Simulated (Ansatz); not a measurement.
# YGa6: a short molecular-dynamics run

Aim: set YGa6 (a randomly packed cell, 14 atoms, not relaxed) in motion for 60 steps of 1.5 fs under a Langevin thermostat and barostat at 900 K and 0 GPa, and see how temperature, energy and positions respond.

Method: DFT PBEsol, plane waves, PAW, scalar-relativistic, no spin polarisation, in Ansatz 0.2.0.

## Step 1: Starting point

The cell holds 14 atoms (Ga12Y2): a = 7.098 Å, b = 5.573 Å, c = 7.695 Å, α = 105.65°, β = 83.71°, γ = 99.28°.

Coordinates:

```
CELL_PARAMETERS angstrom
7.06531 -0.51126 -0.45307
-0.53768 5.52098 -0.53680
1.23712 -1.24708 7.49187
ATOMIC_POSITIONS crystal
Ga 0.00363 0.07749 0.95703
Ga 0.82096 0.00568 0.25181
Ga 0.08312 0.73074 0.08754
Ga 0.73355 0.04688 0.74645
Ga 0.03787 0.83025 0.61893
Ga 0.12229 0.49895 0.32113
Ga 0.45111 0.28548 0.72906
Ga 0.81238 0.40406 0.51922
Ga 0.16537 0.08026 0.38192
Ga 0.32530 0.71955 0.80814
Ga 0.63956 0.64508 0.99186
Ga 0.01344 0.41121 0.78001
Y 0.48996 0.15403 0.09950
Y 0.52138 0.69839 0.43947
```

## Step 2: Dynamics

File input.yaml:

```yaml
crystal:
  lattice:
    - [7.065308, -0.511265, -0.453066]
    - [-0.537681, 5.520983, -0.536798]
    - [1.23712, -1.247082, 7.491872]
  atoms:
    - { symbol: Ga, position: [0.003627, 0.077493, 0.957035] }
    - { symbol: Ga, position: [0.820961, 0.005685, 0.251811] }
    - { symbol: Ga, position: [0.08312, 0.730741, 0.087541] }
    - { symbol: Ga, position: [0.733545, 0.046882, 0.74645] }
    - { symbol: Ga, position: [0.037873, 0.830251, 0.618926] }
    - { symbol: Ga, position: [0.122292, 0.498952, 0.321126] }
    - { symbol: Ga, position: [0.451109, 0.285485, 0.729059] }
    - { symbol: Ga, position: [0.812377, 0.40406, 0.519221] }
    - { symbol: Ga, position: [0.165375, 0.080263, 0.38192] }
    - { symbol: Ga, position: [0.325296, 0.719546, 0.808141] }
    - { symbol: Ga, position: [0.639557, 0.645079, 0.991856] }
    - { symbol: Ga, position: [0.013439, 0.411214, 0.780009] }
    - { symbol: "Y", position: [0.489965, 0.154031, 0.099495] }
    - { symbol: "Y", position: [0.521382, 0.69839, 0.439468] }
kpoints:
  mp_grid: { grid: [2, 3, 2] }
magnetization:
  spin_polarized: false
scf:
  occupations: { method: gaussian, width: 0.15 }
hamiltonian:
  pseudopotentials: { kind: paw }
  xc: pbesol
basis:
  ecutwfc: 420
md:
  timestep: 1.5
  n_steps: 60
  ensemble: npt_langevin
  temperature: 900.0
  initial_velocities: maxwell_boltzmann
  seed: 806176
  pressure: 0.0
```

Launch:

```
$ ansatz run input.yaml --threads 2 --pin off --max-ram 2560MiB --backend cpu --events-out ev --progress --plain --runs-dir out
```

Q: Predict the outcome of this session. Wanted: temperature, first and last step; temperature, second half; potential energy, second half; largest change of the conserved energy; volume, first and last step; mean square displacement, second half.

The runs gave:

```
                              quantity                            value
                                length               60 steps of 1.5 fs
      temperature, first and last step                   836 and 1119 K
              temperature, second half  mean 1061 K, from 812 to 1177 K
         potential energy, second half      -14 meV/atom from the start
largest change of the conserved energy                    0.03 meV/atom
           volume, first and last step          20.61 and 21.11 Å³/atom
 mean square displacement, second half             Ga 0.094, Y 0.066 Å²
```

In words: Against a set 900 K the second half averages 1061 K with a spread of 84 K (in equilibrium 14 atoms would scatter by about 196 K, over a far longer run). The conserved energy strays from its start by at most 0.03 meV/atom, under 0.1 % of the mean kinetic energy, which is good for a step of 1.5 fs. Over the second half Ga atoms stand 0.3 Å (root mean square) from where they began, and the farthest move is 0.6 Å. The volume changes by +2.4 % from first to last step. Settings off the usual here: scf.occupations.width, hamiltonian.xc. A run of 90 fs with 14 atoms shows the motion but fixes no equilibrium value. The k-mesh is coarse.
